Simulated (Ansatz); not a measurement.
# C2H7BClN: up Jacob's ladder to CCSD(T)

The task here is to estimate one member of a computed series from the others.

The runs use Ansatz 0.2.0, Gaussian basis; functionals in def2-TZVPP, the program's frozen cores in correlated methods.

The runs, in order: PBE-D4, r2SCAN-D4, PBE0-D4, B3LYP-D4, ωB97X-V, ωB97M-V, B2PLYP; CCSD(T)/def2-TZVPP; MP2/def2-QZVPP; extrapolation to the limit.

### The relaxed structure

The geometry comes from an earlier relaxation with PBE0-D4 in a triple-zeta def2 set; it is a stationary point, not always the lowest conformer.

12 atoms, charge 0, spin multiplicity 1.

Atoms are counted from 1 here; the program's logs count them from 0.

Bond lengths: C1–B2 1.557 Å, C1–H6 1.097 Å, C1–H7 1.092 Å, C1–H8 1.093 Å, B2–Cl3 1.768 Å, B2–C4 1.559 Å, C4–N5 1.445 Å, C4–H9 1.099 Å, C4–H10 1.112 Å, N5–H11 1.010 Å, N5–H12 1.011 Å. Angles: B2–C1–H6 108.2°, B2–C1–H7 113.1°, B2–C1–H8 112.4°, H6–C1–H7 107.4°, H6–C1–H8 106.0°, H7–C1–H8 109.4°, C1–B2–Cl3 118.4°, C1–B2–C4 122.7°, Cl3–B2–C4 119.0°, B2–C4–N5 117.7°, B2–C4–H9 107.3°, B2–C4–H10 102.2°, N5–C4–H9 110.2°, N5–C4–H10 114.6°, H9–C4–H10 103.7°, C4–N5–H11 112.0°, C4–N5–H12 111.2°, H11–N5–H12 108.3°.

Set-up of the first run:

Input file in.yaml:

```yaml
crystal:
  periodic: [false, false, false]
  atoms:
    - {symbol: C, position_ang: [-1.444409, 0.682954, 1.004814]}
    - {symbol: B, position_ang: [-0.096401, 0.000279, 0.629233]}
    - {symbol: Cl, position_ang: [0.885281, -0.691259, 1.927285]}
    - {symbol: C, position_ang: [0.399468, -0.128974, -0.842690]}
    - {symbol: N, position_ang: [1.781380, -0.494001, -1.056589]}
    - {symbol: H, position_ang: [-1.220085, 1.646787, 1.479271]}
    - {symbol: H, position_ang: [-2.078497, 0.884803, 0.138721]}
    - {symbol: H, position_ang: [-2.010152, 0.109337, 1.742778]}
    - {symbol: H, position_ang: [0.176465, 0.821961, -1.346749]}
    - {symbol: H, position_ang: [-0.338796, -0.837400, -1.278196]}
    - {symbol: H, position_ang: [1.935923, -0.867508, -1.982315]}
    - {symbol: H, position_ang: [2.086922, -1.182080, -0.381462]}
basis:
  gaussian: {orbitals: def2-TZVPP}
hamiltonian: {xc: pbe, dispersion: d4}
output: {forces: true, orbitals: {seedname: orbitals}}
```

On the command line:

```
ansatz run in.yaml --threads 4 --pin off --events-out ev --progress --plain --max-ram 10444MiB
```

Among the steps run: PBE-D4 (GGA); r2SCAN-D4 (meta-GGA); PBE0-D4 (hybrid); B3LYP-D4 (hybrid); ωB97X-V (range-separated); ωB97M-V (range-separated); B2PLYP (double hybrid); CCSD(T) in def2-TZVPP; MP2 in def2-QZVPP.

One table of the session follows, with a row left open; its other results are not shown here.

It belongs to the step «Atomisation energies». 

| method | atomisation energy (eV) |
| --- | --- |
| PBE-D4 | 47.820 |
| r2SCAN-D4 | 46.930 |
| PBE0-D4 | ? |
| B3LYP-D4 | 46.865 |
| ωB97X-V | 46.884 |
| ωB97M-V | 47.020 |
| B2PLYP | 46.318 |
| HF/def2-TZVPP | 34.603 |
| MP2/def2-TZVPP | 46.166 |
| CCSD/def2-TZVPP | 44.843 |
| CCSD(T)/def2-TZVPP | 45.475 |
| MP2/CBS | 47.315 |
| CCSD(T)/CBS | 46.625 |

**Question.** Estimate the row for PBE0-D4.

As computed: atomisation energy (eV): 47.136. In the column «atomisation energy (eV)» it lies between ωB97M-V (47.020) and MP2/CBS (47.315).

Caveats from the session: Free atoms (2 C, 1 B, 1 Cl, 1 N, 7 H) were run apart at each level; the atomisation energy is their sum less the molecule, without zero-point or spin-orbit terms.
